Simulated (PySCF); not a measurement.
# MoS₂⁺: doublet, from a end-on start

The task is one start of a wider search on MoS₂⁺: the doublet, built as end-on. It is relaxed, tested by its Hessian and followed downhill if it is a saddle.

Computed with PySCF 2.14.0. Level: PBE, basis Mo def2-SVP with ECP28, S def2-SVP, scalar-relativistic core potentials, no spin–orbit coupling, density fitting.

## (1) The system as given

3 atoms, charge 1, spin multiplicity 2.

Bond lengths: Mo1–S2 2.482 Å, S2–S3 2.047 Å. Angles: Mo1–S2–S3 119.9°.

```xyz
3
charge 1 multiplicity 2
Mo    0.0000    0.0000    0.0000
S     0.0000    0.0000    2.4823
S     1.7748    0.0000    3.5023
```

## (2) First SCF at the start

The steps below are one call of a driver around PySCF. For each, scf.py gives the equivalent set-up of the SCF; relaxations use the driver's own optimiser. After this first run the driver tries any further starts and a stability analysis.

Input file scf.py:

```python
from pyscf import gto, scf, dft
mol = gto.M(atom='''
Mo     0.000000     0.000000     0.000000
S      0.000000     0.000000     2.482300
S      1.774800     0.000000     3.502300''',
    basis={'Mo': 'def2-SVP', 'S': 'def2-SVP'},
    ecp={'Mo': 'def2-SVP'},
    charge=1, spin=1)
mf = dft.UKS(mol, xc='PBE')
mf.grids.atom_grid = (50, 194)
aux = {'Mo': 'def2-universal-JKFIT', 'S': 'def2-universal-JKFIT'}
mf = mf.density_fit(auxbasis=aux)
mf.conv_tol = 1e-08
mf.diis_space = 10
mf.max_cycle = 60
mf.init_guess = 'minao'
mf.verbose = 4
mf.kernel()
```

On the command line:

```sh
$ OMP_NUM_THREADS=2 python axn.py task.json out
```

After this run come: End-on start, doublet: relaxation; Frequencies.

**Question.** What will these runs give? Wanted: minimum; geometry; wavenumbers; dipole moment; highest occupied, lowest empty level; polar-tensor charge of Mo1; zero-point energy; ⟨S²⟩.

As calculated:

| quantity | value |
| --- | --- |
| minimum | broken-symmetry (Ms = 1/2), C2v |
| geometry | Mo–S 2.266 Å (×2), S–S 2.058 Å; Mo–S–S 63.0° (×2), S–Mo–S 54.0° |
| wavenumbers (cm⁻¹) | 276 (b2), 362 (a1), 555 (a1) |
| dipole moment (centre of mass) | 2.70 D |
| highest occupied, lowest empty level (either spin) | -10.76, -9.98 eV |
| polar-tensor charge of Mo1 | +0.94 e |
| zero-point energy | 7.1 kJ/mol |
| entropy at 298.15 K | 295.3 J/(mol K) |
| ⟨S²⟩ | 1.775 |

**Reading.** From Cs at the start the molecule goes to a C2v minimum. The determinant is spin-contaminated (⟨S²⟩ = 1.77 against 0.75), so it is no pure spin state. In the infrared the band at 555 cm⁻¹ (a1) leads. Other starts or spin states, not run here, may lie lower. Open d and f shells are described by one determinant, and the ground state may have another occupation or spin.
